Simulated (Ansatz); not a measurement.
# B: the cost of one run

Method: DFT r2SCAN, scalar-relativistic, plane waves, PAW, in Ansatz 0.2.0.

### 1 The structure to begin with

It takes space group Cmce (No. 64, orthorhombic). Conventional cell: a = 4.037 Å, b = 2.668 Å, c = 5.442 Å, α = 90.00°, β = 90.00°, γ = 90.00°. Around B (site symmetry m) lie 1 B at 1.50 Å.

Coordinates:

```cif
data_structure
_symmetry_space_group_name_H-M 'Cmce'
_symmetry_Int_Tables_number 64
_cell_length_a 4.0367
_cell_length_b 2.6679
_cell_length_c 5.4415
_cell_angle_alpha 90.000
_cell_angle_beta 90.000
_cell_angle_gamma 90.000
_cell_volume 58.60
loop_
_atom_site_label
_atom_site_type_symbol
_atom_site_symmetry_multiplicity
_atom_site_Wyckoff_symbol
_atom_site_fract_x
_atom_site_fract_y
_atom_site_fract_z
_atom_site_occupancy
B1 B 8 f 0.50000 0.65000 0.11700 1
```

This is candidate A: iodine type (Cmce, No. 64).

(A quick probe on a coarse mesh, which set the mesh and smearing, is not shown.)

### 3 Coarse relaxation (candidate A)

input.yaml reads:

```yaml
crystal:
  lattice:
    - [2.018325073, -1.3339584735, 0.0]
    - [2.018325073, 1.3339584735, 0.0]
    - [0.0, 0.0, 5.4415490596]
  atoms:
    - { symbol: B, position: [0.85, 0.15, 0.117] }
    - { symbol: B, position: [0.65, 0.35, 0.617] }
    - { symbol: B, position: [0.15, 0.85, 0.883] }
    - { symbol: B, position: [0.35, 0.65, 0.383] }
basis:
  ecutwfc: 500
kpoints:
  mp_grid: { grid: [8, 8, 4] }
hamiltonian:
  xc: r2scan
scf:
  occupations: { method: gaussian, width: 0.1 }
  lower_state_search: "off"
output:
  forces: true
  stress: true
  eigenvalues: true
relax:
  adjacent_minimum: "off"
  f_tol: 0.04
  max_steps: 70
  cell: { stress_tol: 0.4 }
```

What time and memory should one allow on 1 thread of an x86-64 CPU, shared host?

About 26 s, with a peak of 0.43 GiB.
